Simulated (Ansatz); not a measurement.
# CH2Se: the cost of one run

Method: def2-QZVPP, all electrons in the functionals, frozen cores in the correlation of double hybrids and RPA; program: Ansatz 0.2.0, Gaussian basis.

Plan: PBE, BLYP, r2SCAN, B97M-V, PBE0, B3LYP, wB97M-V, B2PLYP, at charge 0, singlet; charge 0, triplet; charge 1, doublet.

6 further runs of the same task are left out: 6 set aside as unsound or not needed.

### Step 1. What is computed

The geometry is a PBE0/def2-TZVP stationary point (not a proven minimum). No spin-orbit coupling is included. The filled d shell of Se may be among the frozen orbitals whatever the setting's name suggests; the logs give the count.

4 atoms, charge 0, spin multiplicity 1.

Atoms are counted from 1 here; the program's logs count them from 0.

Bond lengths: C1–Se2 1.741 Å, C1–H3 1.087 Å, C1–H4 1.087 Å. Angles: Se2–C1–H3 121.8°, Se2–C1–H4 121.8°, H3–C1–H4 116.4°.

No dispersion term is added; B97M-V, wB97M-V hold VV10 nonlocal correlation. B3LYP takes the VWN-RPA correlation.

The geometry shown and the zero of energy belong to the point charge 0, singlet. The yardstick, RCCSD(T), and other wave-function levels (R restricted, U unrestricted, valence and pair active spaces) come from earlier runs.

### Step 2. PBE, charge 0, singlet

in.yaml

```yaml
crystal:
  periodic: [false, false, false]
  atoms:
    - {symbol: C, position_ang: [0.000000, 0.000000, 1.465561]}
    - {symbol: Se, position_ang: [0.000000, 0.000000, -0.274966]}
    - {symbol: H, position_ang: [0.000000, 0.924142, 2.038253]}
    - {symbol: H, position_ang: [0.000000, -0.924142, 2.038253]}
basis:
  gaussian: {orbitals: "def2-QZVPP.json"}
magnetization: {spin_polarized: true, initial_magnetization: 0}
hamiltonian: {xc: {name: PBE}}
output: {orbitals: {seedname: orbitals}}
```

Command:

```console
$ ansatz run in.yaml --threads 1 --pin off --events-out ev --progress --plain --max-ram 2393MiB
```

Q: Estimate wall time and peak memory on 1 thread of Arm Neoverse V1, shared host.

About 12 s, with a peak of 0.37 GiB.
